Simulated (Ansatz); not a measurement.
# BGeH (triplet): the correlation ladder, cc-pVTZ

One table from this session's results is given with a row withheld; the runs are named, their logs left out.

Method: cc-pVTZ, core rule «outside noble gas», up to 15 orbitals frozen; program: Ansatz 0.2.0, Gaussian basis.

To be run: UHF; CCSD(T) on ROHF; CCSD(T) on UHF; BCCD(T) on ROHF; CCSDT(Q) on ROHF; CCSDT(Q) on UHF; CASSCF and MRCISD+Q, 8 electrons in 9 orbitals; CASSCF and NEVPT2, 8 electrons in 9 orbitals.

4 further runs of the same task are left out: 4 set aside as unsound or not needed.

### What is computed

The geometry is a PBE0/def2-TZVP stationary point (not a proven minimum). No spin-orbit coupling is included. The filled d shell of Ge may be among the frozen orbitals whatever the setting's name suggests; the logs give the count.

3 atoms, charge 0, spin multiplicity 3.

Atoms are counted from 1 here; the program's logs count them from 0.

Bond lengths: Ge1–B2 1.940 Å, B2–H3 1.189 Å. Angles: Ge1–B2–H3 180.0°.

The first run:

File in.yaml:

```yaml
crystal:
  periodic: [false, false, false]
  atoms:
    - {symbol: Ge, position_ang: [0.000000, 0.000000, 1.689721]}
    - {symbol: B, position_ang: [0.000000, 0.000000, -0.250601]}
    - {symbol: H, position_ang: [0.000000, 0.000000, -1.439120]}
basis:
  gaussian: {orbitals: cc-pVTZ}
magnetization: {spin_polarized: true, initial_magnetization: 2}
hamiltonian: {xc: hf}
output: {orbitals: {seedname: orbitals}}
```

Run with:

```
ansatz run in.yaml --threads 1 --pin off --events-out ev --progress --plain --max-ram 4096MiB --backend cpu
```

Among the steps run: UHF; CCSD(T) on ROHF; CCSD(T) on UHF; BCCD(T) on ROHF; CCSDT(Q) on ROHF; CCSDT(Q) on UHF; CASSCF and MRCISD+Q, 8 electrons in 9 orbitals; CASSCF and NEVPT2, 8 electrons in 9 orbitals.

One table of the session follows, with a row left open; its other results are not shown here.

| method | from UCCSDT(Q) (meV) |
| --- | --- |
| ROHF | +5259.7 |
| UHF | +5155.5 |
| RMP2 | +1013.4 |
| UMP2 | ? |
| RCCSD | +287.2 |
| UCCSD | +280.3 |
| RCCSD(T) | +54.2 |
| UCCSD(T) | +51.5 |
| BCCD(T) | +54.4 |
| RCCSDT | +17.2 |
| UCCSDT | +13.3 |
| RCCSDT(Q) | +3.9 |
| UCCSDT(Q) | 0 |
| CASSCF valence | +3369.0 |
| NEVPT2 valence | +767.4 |
| MRCISD valence | +225.4 |
| MRCISD+Q valence | +19.9 |

Estimate the missing values for UMP2.

**Answer.** from UCCSDT(Q) (meV): +1028.3. In the column «from UCCSDT(Q) (meV)» it lies between RMP2 (+1013.4) and CASSCF valence (+3369.0).

Caveats from the session: Restricted and unrestricted rows rest on different reference determinants; where their highest levels disagree by more than a few hundredths of an eV, they describe different states and don't form one ladder.
